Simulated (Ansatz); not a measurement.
Working through an atomisation energy of CH7AlSiSn, SMILES [SiH3][SnH]1[CH2][AlH]1

With the Python package of Ansatz (0.2.0).

Run as a notebook:

```python
from collections import Counter
from dataclasses import dataclass

import ansatz as az
```

```python
@dataclass(frozen=True)
class RunConfig:
    basis: str = "def2-SVP"
    level: str = "MP2"
```

```python
opts = RunConfig()
```

```python
def energy(molecule, charge=0, unpaired=0):
    calc = (
        molecule.calculation()
        .basis(gaussian=opts.basis)
        .correlation(opts.level)
    )
    if charge:
        calc = calc.charge(charge)
    if unpaired:
        calc = calc.spin("collinear", total=unpaired)
    report = calc.run(threads=1, backend="cpu").report
    if report["published_state_doubts"]:
        print("  doubts:", report["published_state_doubts"])
    return report["free_energy_ev"]
```

```python
ch7alsisn = (
    az.Crystal.molecule()
    .atom("Si", (-1.2105, 1.7471, 0.0903))
    .atom("Sn", (0.5921, 0.358, -0.8321))
    .atom("C", (1.4758, -0.981, 0.5401))
    .atom("Al", (0.1074, -2.129, 0.0228))
    .atom("H", (-1.2221, 3.1045, -0.5868))
    .atom("H", (-1.0839, 1.9652, 1.5286))
    .atom("H", (-2.5238, 1.1456, -0.1876))
    .atom("H", (0.7982, 0.1649, -2.5677))
    .atom("H", (1.4636, -0.6131, 1.6469))
    .atom("H", (2.51, -1.3388, 0.2545))
    .atom("H", (-0.8417, -3.4802, 0.1115))
)
```

```python
# Hund ground states
unpaired = {"Si": 2, "Sn": 2, "C": 2, "Al": 1, "H": 1}
counts = Counter(site.symbol for site in ch7alsisn.cartesian_sites)
atom_energy = {s: energy(az.Crystal.molecule().atom(s, (0, 0, 0)), 0, unpaired[s]) for s in counts}
whole = energy(ch7alsisn, 0, 0)
for s, e in atom_energy.items():
    print(f"{s:2s} x{counts[s]}  {e:14.5f} eV")
print(f"CH7AlSiSn: {whole:.5f} eV")
split = sum(counts[s] * e for s, e in atom_energy.items()) - whole
print(f"atomisation energy (no zero-point term): {split:.3f} eV, {split / sum(counts.values()):.3f} eV an atom")
```

    Si x1     -7858.55633 eV
    Sn x1     -5806.69952 eV
    C  x1     -1025.74186 eV
    Al x1     -6580.21325 eV
    H  x7       -13.58606 eV
    CH7AlSiSn: -21394.91817 eV
    atomisation energy (no zero-point term): 28.605 eV, 2.600 eV an atom

28.605 eV from the electronic energies, without the zero-point term.

Caveats:
- These settings explore the input space; basis and method may be short of convergence.
- The geometry is a force-field or estimated start, not a minimum of this method, and the basis set is short of its limit. All parts are taken at fixed geometry, without zero-point energy.
- def2 sets replace the cores of elements past krypton by effective core potentials.
- In double-zeta sets correlated atomisation energies come out some 10 to 15 % low.
- The spin-orbit lowering of heavy atoms is left out.
- Hardware and time: 4 s on 1 thread of Arm Neoverse V1, with other jobs on the host, peak memory 0.31 GiB.
